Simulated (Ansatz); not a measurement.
# Alloy of GaAs and InAs (26 of 32 Ga sites exchanged), 64 atoms

How does this alloy cell relax, and what gap do PBEsol and HSE06 with spin–orbit coupling give?

All numbers are computed with Ansatz 0.2.0 (PAW, plane waves).

## 1. The starting cell

64 atoms (6 Ga, 26 In, 32 As); a = 12.012 Å, b = 12.012 Å, c = 12.012 Å, α = 90.00°, β = 90.00°, γ = 90.00°. All atoms were shaken off their sites by about 0.02 Å along each axis.

The runs, in order: (2) PBEsol cell relaxation at the single k point (¼, ¼, ¼), on 1 × NVIDIA GB300 Max-Q with 8 threads of Arm Neoverse-V2; (3) HSE06 with spin–orbit coupling single point at the Γ point alone, on 1 × NVIDIA GB300 Max-Q with 8 threads of Arm Neoverse-V2.

## 2. PBEsol relaxation of the cell and the positions

in.yaml reads:

```yaml
crystal:
  lattice:
    - [12.012287, 0.000000, 0.000000]
    - [0.000000, 12.012287, 0.000000]
    - [0.000000, 0.000000, 12.012287]
  atoms:
    - { symbol: Ga, position: [0.002522, 0.001891, 0.001309] }
    - { symbol: Ga, position: [0.999305, 0.497707, 0.002361] }
    - { symbol: Ga, position: [0.249702, 0.751261, 0.001353] }
    - { symbol: Ga, position: [0.249114, 0.504534, 0.248278] }
    - { symbol: Ga, position: [0.249890, 0.501537, 0.749490] }
    - { symbol: Ga, position: [0.746264, 0.504757, 0.249259] }
    - { symbol: In, position: [0.000764, 0.000088, 0.499830] }
    - { symbol: In, position: [0.000046, 0.499468, 0.501594] }
    - { symbol: In, position: [0.499553, 0.998531, 0.000108] }
    - { symbol: In, position: [0.501053, 0.999505, 0.497974] }
    - { symbol: In, position: [0.500255, 0.501577, 0.999989] }
    - { symbol: In, position: [0.501607, 0.501585, 0.502388] }
    - { symbol: In, position: [0.250066, 0.250734, 0.998780] }
    - { symbol: In, position: [0.249710, 0.254809, 0.503375] }
    - { symbol: In, position: [0.250957, 0.751939, 0.499368] }
    - { symbol: In, position: [0.749193, 0.250939, 0.998074] }
    - { symbol: In, position: [0.747113, 0.248583, 0.500913] }
    - { symbol: In, position: [0.749892, 0.750833, 0.999450] }
    - { symbol: In, position: [0.749879, 0.750650, 0.501443] }
    - { symbol: In, position: [0.251927, 0.996884, 0.250807] }
    - { symbol: In, position: [0.252272, 0.001956, 0.748691] }
    - { symbol: In, position: [0.747944, 0.999810, 0.254178] }
    - { symbol: In, position: [0.752116, 0.000186, 0.749887] }
    - { symbol: In, position: [0.750347, 0.498515, 0.751682] }
    - { symbol: In, position: [0.001587, 0.252263, 0.251639] }
    - { symbol: In, position: [0.000117, 0.251294, 0.749603] }
    - { symbol: In, position: [0.998130, 0.748886, 0.249408] }
    - { symbol: In, position: [0.002184, 0.749825, 0.748194] }
    - { symbol: In, position: [0.495361, 0.247363, 0.249962] }
    - { symbol: In, position: [0.499203, 0.251614, 0.749166] }
    - { symbol: In, position: [0.499302, 0.750661, 0.248907] }
    - { symbol: In, position: [0.503732, 0.749032, 0.751027] }
    - { symbol: As, position: [0.125715, 0.123114, 0.125858] }
    - { symbol: As, position: [0.122824, 0.125570, 0.626379] }
    - { symbol: As, position: [0.124517, 0.623535, 0.126793] }
    - { symbol: As, position: [0.124921, 0.623495, 0.624294] }
    - { symbol: As, position: [0.624735, 0.124916, 0.124479] }
    - { symbol: As, position: [0.626746, 0.124704, 0.626866] }
    - { symbol: As, position: [0.622417, 0.626024, 0.123889] }
    - { symbol: As, position: [0.625089, 0.624768, 0.625237] }
    - { symbol: As, position: [0.373640, 0.375651, 0.128037] }
    - { symbol: As, position: [0.377075, 0.376028, 0.626005] }
    - { symbol: As, position: [0.374361, 0.876540, 0.125237] }
    - { symbol: As, position: [0.372496, 0.875337, 0.624489] }
    - { symbol: As, position: [0.879802, 0.374825, 0.125160] }
    - { symbol: As, position: [0.872921, 0.373063, 0.625328] }
    - { symbol: As, position: [0.879234, 0.875780, 0.123920] }
    - { symbol: As, position: [0.876092, 0.872792, 0.622147] }
    - { symbol: As, position: [0.372228, 0.125447, 0.374046] }
    - { symbol: As, position: [0.373708, 0.125380, 0.874046] }
    - { symbol: As, position: [0.376237, 0.624934, 0.374213] }
    - { symbol: As, position: [0.377484, 0.628258, 0.875049] }
    - { symbol: As, position: [0.871651, 0.126174, 0.374404] }
    - { symbol: As, position: [0.875327, 0.124505, 0.874642] }
    - { symbol: As, position: [0.875328, 0.626263, 0.373253] }
    - { symbol: As, position: [0.872466, 0.624598, 0.875454] }
    - { symbol: As, position: [0.123833, 0.376360, 0.373412] }
    - { symbol: As, position: [0.124183, 0.372272, 0.875282] }
    - { symbol: As, position: [0.122983, 0.873756, 0.373355] }
    - { symbol: As, position: [0.124074, 0.875633, 0.875635] }
    - { symbol: As, position: [0.620859, 0.375810, 0.375117] }
    - { symbol: As, position: [0.627059, 0.374418, 0.875710] }
    - { symbol: As, position: [0.624697, 0.876723, 0.377381] }
    - { symbol: As, position: [0.625796, 0.875349, 0.875963] }
  symmetry: { detect: false }
kpoints:
  mp_grid: { grid: [1, 1, 1], shift: [0.25, 0.25, 0.25] }
hamiltonian:
  xc: pbesol
scf:
  occupations: { method: fermi_dirac, width: 0.01 }
relax:
  f_tol: 0.03
  max_steps: 80
  escape_saddle: false
  adjacent_minimum: "off"
  cell: { fix: [shape] }
output:
  forces: true
  eigenvalues: true
  populations: true
```

The run is started by

```sh
$ ansatz run in.yaml --threads 8 --pin off --max-ram 76000MiB --runs-dir r --events-out ev --progress --plain --backend cuda --devices 0,
```

After this run come: HSE06 with spin–orbit coupling on the final geometry.

Before running it: what results should come out? Wanted: for each run, top filled to lowest empty.

As calculated:

| level | time | k points | top filled to lowest empty (eV) |
| --- | --- | --- | --- |
| PBEsol, relaxation | 12 s (GPU) | (¼, ¼, ¼) | 1.07 |
| HSE06 with spin–orbit coupling | 14 min (GPU) | Γ | 0.46 |

```
     quantity                                                                         value
   relaxation                                              5 recorded steps, 1.83 eV gained
largest shift                                                                 0.21 Å (As43)
 relaxed cell  a = 12.011 Å, b = 12.011 Å, c = 12.011 Å, α = 90.00°, β = 90.00°, γ = 90.00°
   mean bonds                                                    As–Ga 2.483, As–In 2.629 Å
```

**What this shows.** Relaxation gains 1.83 eV, with shifts up to 0.21 Å (As43), while the volume changes by -0.0 %. The mean lengths of the listed bonds run from As–Ga 2.48 Å to As–In 2.63 Å. Rows on different k points differ by sampling as well as by level. With one k point the spacing samples only the states that fold onto it, so it can exceed the gap over the zone.
